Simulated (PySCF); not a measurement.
**From one method to the next for TeN**

Starting from one script, swap the method and compare what comes out for TeN.

Program: PySCF 2.14.0. Level of theory: each script names its method and basis. These are calculated values, not measurements.

5 further runs of the same task are left out: 2 for a known fault of the program, 3 that didn't finish.

### Step 1. The system as given

TeN: 2 atoms, charge 0, spin multiplicity 2.

Bond lengths: Te1–N2 1.778 Å.

### Step 2. Base script

The input, input.py:

```python
from pyscf import gto, scf, mp

mol = gto.M(
    atom='Te 0 0 0; N 0 0 1.778',
    basis='lanl2dz',
    ecp={'Te': 'lanl2dz'},
    charge=0,
    spin=1,
    verbose=3,
)
mf = scf.UHF(mol)
mf.kernel()
mp.MP2(mf, frozen=1).kernel()
mf.dip_moment()
print('orbital energies (hartree):', [e[max(0, n-3):n+3].round(4) for e, n in zip(mf.mo_energy, mol.nelec)])
```

Run with:

```console
python input.py
```

### Step 3. X3lyp (UKS)

Run 1 changes functional: none (Hartree–Fock) → x3lyp; SCF type: UHF → UKS; step after the SCF: mp2 → analyze.

Changes to input.py since step 2:

```diff
@@ -1,2 +1,2 @@
-from pyscf import gto, scf, mp
+from pyscf import gto, dft
 
@@ -10,5 +10,5 @@
 )
-mf = scf.UHF(mol)
+mf = dft.UKS(mol, xc='x3lyp')
 mf.kernel()
-mp.MP2(mf, frozen=1).kernel()
+mf.mulliken_pop()
 mf.dip_moment()
```

### Step 4. Bp86 (UKS)

Run 2 changes functional: none (Hartree–Fock) → bp86; SCF type: UHF → UKS; step after the SCF: mp2 → analyze.

Changes to input.py since step 2:

```diff
@@ -1,2 +1,2 @@
-from pyscf import gto, scf, mp
+from pyscf import gto, dft
 
@@ -10,5 +10,5 @@
 )
-mf = scf.UHF(mol)
+mf = dft.UKS(mol, xc='bp86')
 mf.kernel()
-mp.MP2(mf, frozen=1).kernel()
+mf.mulliken_pop()
 mf.dip_moment()
```

### Step 5. RHF

Run 3 changes SCF type: UHF → RHF.

The input, input.py:

```python
from pyscf import gto, scf, mp

mol = gto.M(
    atom='Te 0 0 0; N 0 0 1.778',
    basis='lanl2dz',
    ecp={'Te': 'lanl2dz'},
    charge=0,
    spin=1,
    verbose=3,
)
mf = scf.RHF(mol)
mf.kernel()
mp.MP2(mf, frozen=1).kernel()
mf.dip_moment()
print('orbital energies (hartree):', mf.mo_energy[..., max(0, mol.nelec[1]-3):mol.nelec[0]+3].round(4))
```

### Step 6. Scan (UKS)

Run 4 changes functional: none (Hartree–Fock) → scan; SCF type: UHF → UKS; step after the SCF: mp2 → analyze.

Changes to input.py since step 2:

```diff
@@ -1,2 +1,2 @@
-from pyscf import gto, scf, mp
+from pyscf import gto, dft
 
@@ -10,5 +10,5 @@
 )
-mf = scf.UHF(mol)
+mf = dft.UKS(mol, xc='scan')
 mf.kernel()
-mp.MP2(mf, frozen=1).kernel()
+mf.mulliken_pop()
 mf.dip_moment()
```

Before running it: what results should come out? Wanted: for each run, E(SCF); from base; SCF dipole; after the SCF.

As calculated:

| run | E(SCF) (hartree) | from base (eV) | SCF dipole (D) | after the SCF |
| --- | --- | --- | --- | --- |
| base | -62.156462 | 0 | 2.91 | MP2 correlation -4.198 eV, core frozen |
| x3lyp (UKS) | -62.636732 | not comparable | 3.14 | n/a |
| bp86 (UKS) | -62.715319 | not comparable | 3.08 | n/a |
| RHF | -62.153997 | +0.0671 | 2.84 | MP2 correlation -4.281 eV, core frozen |
| scan (UKS) | -62.657688 | not comparable | 3.09 | n/a |

**Reading.** A lower total energy from another functional means nothing by itself. The dearest run is “scan (UKS)”, at 4.5 s against 1.4 s.
